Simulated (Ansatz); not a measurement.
**Li+ with F−: structure and interaction energy**

The task here is to estimate one member of a computed series from the others.

Method: PBE0-D4 structure, single points in def2-TZVPPD; program: Ansatz 0.2.0, Gaussian basis.

Levels: PBE-D4, revPBE-D4, BLYP-D4, r2SCAN-D4, B97M-V, PBE0-D4, B3LYP-D4, HSE06-D4, wB97X-V, wB97M-V, B2PLYP, Hartree-Fock, MP2, CCSD, CCSD(T). The reference is CCSD(T) extrapolated to the basis limit.

Cores are frozen in the correlated methods. The outer core shell of Li, Na, Mg and K is correlated. B3LYP uses VWN-RPA correlation. B2PLYP carries no dispersion term here.

150 further runs of the same task are left out: 150 set aside as unsound or not needed.

### The system as given

The pair, from a GFN2-xTB docking trial: 2 atoms, charge 0, spin multiplicity 1.

Atoms are counted from 1 here; the program's logs count them from 0.

Bond lengths: Li1–F2 1.521 Å.

As a file:

```
Li    0.0000    0.0000   -0.7605
F     0.0000    0.0000    0.7605
```

Atoms 1 to 1 are fragment A (Li+), the rest fragment B (F−).

The first run:

The input, pre/in.yaml:

```yaml
crystal:
  periodic: [false, false, false]
  atoms:
    - {symbol: Li, position_ang: [0.000000, 0.000000, -0.760500]}
    - {symbol: F, position_ang: [0.000000, 0.000000, 0.760500]}
basis:
  gaussian: {orbitals: def2-SVP}
hamiltonian: {xc: pbe, dispersion: d4}
relax: {f_tol: 0.03, max_steps: 250}
```

Command:

```sh
$ ansatz run in.yaml --threads 2 --pin off --events-out ev --progress --plain --max-ram 5222MiB
```

Steps of the session up to this table: A first relaxation in a small basis; Relaxation at PBE0-D4; wB97X-V/def2-TZVPPD; wB97M-V/def2-TZVPPD; B2PLYP/def2-TZVPPD; B97M-V/def2-TZVPPD; CCSD(T)/def2-TZVPPD; CCSD(T)/def2-QZVPPD; Vibrations of the pair.

One of the session's tables, all rows but one given; the rest of the session is left out.

```
      method  interaction (kcal/mol)
      PBE-D4                 -181.78
   revPBE-D4                 -179.93
     BLYP-D4                 -181.63
   r2SCAN-D4                 -181.43
      B97M-V                       ?
     PBE0-D4                 -184.26
    B3LYP-D4                 -184.13
    HSE06-D4                 -184.30
     wB97X-V                 -182.52
     wB97M-V                 -182.94
      B2PLYP                 -183.03
Hartree-Fock                 -185.25
         MP2                 -180.20
        CCSD                 -182.13
     CCSD(T)                 -181.14
 CCSD(T)/CBS                 -183.37
```

Q: Estimate the row for B97M-V from the others.

As computed: interaction (kcal/mol): -182.08. In the column «interaction (kcal/mol)» it lies between CCSD (-182.13) and PBE-D4 (-181.78).
